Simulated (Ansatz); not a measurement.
# WNH2 (sextet): the correlation ladder, def2-SVP

An exercise on one series of results from a longer session: the logs are not shown, and one member is left open.

Method: def2-SVP, core rule «outside noble gas», up to 5 orbitals frozen; program: Ansatz 0.2.0, Gaussian basis.

To be run: UHF; CCSD(T) on ROHF; CCSD(T) on UHF; CISD as a restricted active space (open shells left free, so some higher excitations enter); CCSDT(Q) on ROHF; CCSDT(Q) on UHF.

30 further runs of the same task are left out: 8 for a known fault of the program, 9 that didn't finish, 13 set aside as unsound or not needed. Runs told in other sessions of the task aren't counted.

### The system

The geometry is a PBE0/def2-TZVP stationary point (not a proven minimum). No spin-orbit coupling is included. Elements past krypton take def2 core potentials.

4 atoms, charge 0, spin multiplicity 6.

Atoms are counted from 1 here; the program's logs count them from 0.

Bond lengths: W1–N2 1.963 Å, N2–H3 1.010 Å, N2–H4 1.010 Å. Angles: W1–N2–H3 124.3°, W1–N2–H4 124.3°, H3–N2–H4 111.3°.

As a file:

```xyz
4
H2NW
W     0.00000    0.00000    0.16307
N     0.00000    0.00000   -1.79943
H     0.00000    0.83375   -2.36903
H     0.00000   -0.83375   -2.36903
```

Set-up of the first run:

Input file in.yaml:

```yaml
crystal:
  periodic: [false, false, false]
  atoms:
    - {symbol: W, position_ang: [0.000000, 0.000000, 0.163075]}
    - {symbol: N, position_ang: [0.000000, 0.000000, -1.799428]}
    - {symbol: H, position_ang: [0.000000, 0.833754, -2.369029]}
    - {symbol: H, position_ang: [0.000000, -0.833754, -2.369029]}
basis:
  gaussian: {orbitals: def2-SVP}
magnetization: {spin_polarized: true, initial_magnetization: 5}
hamiltonian: {xc: hf}
output: {orbitals: {seedname: orbitals}}
```

Started as:

```bash
$ ansatz run in.yaml --threads 1 --pin off --events-out ev --progress --plain --max-ram 2393MiB
```

Among the steps run: UHF; CCSD(T) on ROHF; CCSD(T) on UHF; CISD as a restricted active space (open shells left free, so some higher excitations enter); CCSDT(Q) on ROHF; CCSDT(Q) on UHF.

One table of the session follows, with a row left open; its other results are not shown here.

It belongs to the step «Misses and costs». 

| method | from RCCSDT(Q) (meV) |
| --- | --- |
| ROHF | +7612.2 |
| UHF | +7445.4 |
| RMP2 | +725.4 |
| UMP2 | +603.1 |
| RCCSD | +240.9 |
| UCCSD | +146.8 |
| RCCSD(T) | +28.1 |
| UCCSD(T) | -66.8 |
| RCCSDT | +12.9 |
| UCCSDT | -81.2 |
| RCCSDT(Q) | 0 |
| UCCSDT(Q) | ? |

Estimate the missing values for UCCSDT(Q).

**Answer.** from RCCSDT(Q) (meV): -98.2. In the column «from RCCSDT(Q) (meV)» it is the lowest.

Not comparable, so not listed: CISD as a restricted active space (open shells left free, so some higher excitations enter) (they don't share determinant, frozen orbitals or solution with the rows shown, or repeat one).

With the free atoms at the same levels and basis (separate runs), the atomisation energy is 10.527 eV at RCCSDT(Q), 10.489 eV at RCCSD(T), 7.721 eV at ROHF.

To keep in mind: Restricted and unrestricted rows rest on different reference determinants; a gap between their highest levels can come from leftover correlation error, from unlike frozen cores or from another state.
